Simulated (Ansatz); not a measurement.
**B4CCl6O: the band gap up the ladder of functionals**

One table from this session's results is given with a row withheld; the runs are named, their logs left out.

Code: Ansatz 0.2.0. PAW datasets, plane waves. Spin-unpolarised throughout; all numbers are computed.

### The structure to begin with

The cell was relaxed beforehand with r2SCAN+rVV10.

The symmetry is R3m (No. 160, trigonal); a = 10.814 Å, c = 7.418 Å in the conventional setting, 20.87 Å³ an atom. B has 1 C at 1.50 Å and 3 B at 1.71 Å; B has 1 B at 1.71 Å and 2 Cl at 1.75–1.76 Å; C has 1 O at 1.13 Å and 1 B at 1.50 Å; Cl has 1 B at 1.75 Å; Cl has 1 B at 1.76 Å.

As a file:

```xyz
12
Lattice="5.4071 3.1218 2.4727 -5.4071 3.1218 2.4727 0.0000 -6.2435 2.4727" Properties=species:S:1:pos:R:3 pbc="T T T"
B     0.0000    0.0000    2.2467
B     0.0000    1.6268    1.7335
B    -1.4088   -0.8134    1.7335
B     1.4088   -0.8134    1.7335
C     0.0000    0.0000    3.7467
Cl    0.0000   -4.1971    2.5086
Cl    3.6348    2.0985    2.5086
Cl   -3.6348    2.0985    2.5086
Cl    0.0000    2.9524    2.8866
Cl   -2.5569   -1.4762    2.8866
Cl    2.5569   -1.4762    2.8866
O     0.0000    0.0000    4.8756
```

The first run:

Contents of input.yaml:

```yaml
crystal:
  lattice:
    - [5.4070553946, 3.1217648876, 2.4727387659]
    - [-5.4070553946, 3.1217648876, 2.4727387659]
    - [0.0, -6.2435297752, 2.4727387658]
  atoms:
    - { symbol: B, position: [0.3028652156, 0.3028652156, 0.3028652156] }
    - { symbol: B, position: [0.3205403361, 0.3205403361, 0.0599835372] }
    - { symbol: B, position: [0.0599835372, 0.3205403361, 0.3205403361] }
    - { symbol: B, position: [0.3205403361, 0.0599835372, 0.3205403361] }
    - { symbol: C, position: [0.5050728444, 0.5050728444, 0.5050728444] }
    - { symbol: Cl, position: [0.1140891664, 0.1140891664, 0.7863174225] }
    - { symbol: Cl, position: [0.7863174225, 0.1140891664, 0.1140891664] }
    - { symbol: Cl, position: [0.1140891664, 0.7863174225, 0.1140891664] }
    - { symbol: Cl, position: [0.5467454828, 0.5467454828, 0.0738643191] }
    - { symbol: Cl, position: [0.0738643191, 0.5467454828, 0.5467454828] }
    - { symbol: Cl, position: [0.5467454828, 0.0738643191, 0.5467454828] }
    - { symbol: O, position: [0.6572466906, 0.6572466906, 0.6572466906] }
kpoints:
  mp_grid: { grid: [4, 4, 4] }
  band_path:
    path:
      - [[0.0, 0.0, 0.0], [0.5, 8.263025381914e-17, 1.632706485581e-17], [0.5, -0.5, 0.5], [0.2712361209241, -0.7287638790759, 0.2712361209241]]
      - [[0.2712361209241, 0.2712361209241, 0.2712361209241], [0.0, 0.0, 0.0], [0.5, -0.5, -4.843198957995e-18]]
    npoints: 10
hamiltonian:
  xc: pbe
scf:
  occupations: { method: fermi_dirac, width: 0.02 }
  n_extra_bands: 7
output:
  forces: true
  stress: true
  eigenvalues: true
```

Among the steps run: Band structure with PBE; r2SCAN at the same geometry; HSE06; Single point with PBE0.

One table of the session follows, with a row left open; its other results are not shown here.

```
 level  gap (eV)
   PBE      3.98
r2SCAN         ?
 HSE06      5.30
  PBE0      6.06
```

Estimate the missing values for r2SCAN.

As computed: gap (eV): 4.46. In the column «gap (eV)» it lies between PBE (3.98) and HSE06 (5.30).

The gap runs from 3.98 eV (PBE) to 6.06 eV (PBE0). Against HSE06, PBE is short by 1.32 eV, at 75 % of it, and r2SCAN 84 %. PBE0 lies 0.77 eV above HSE06, which differs from it by screening the long-range exchange.

To keep in mind: Warnings in the runs' records: stress exchange threshold loose, stress scf threshold loose.
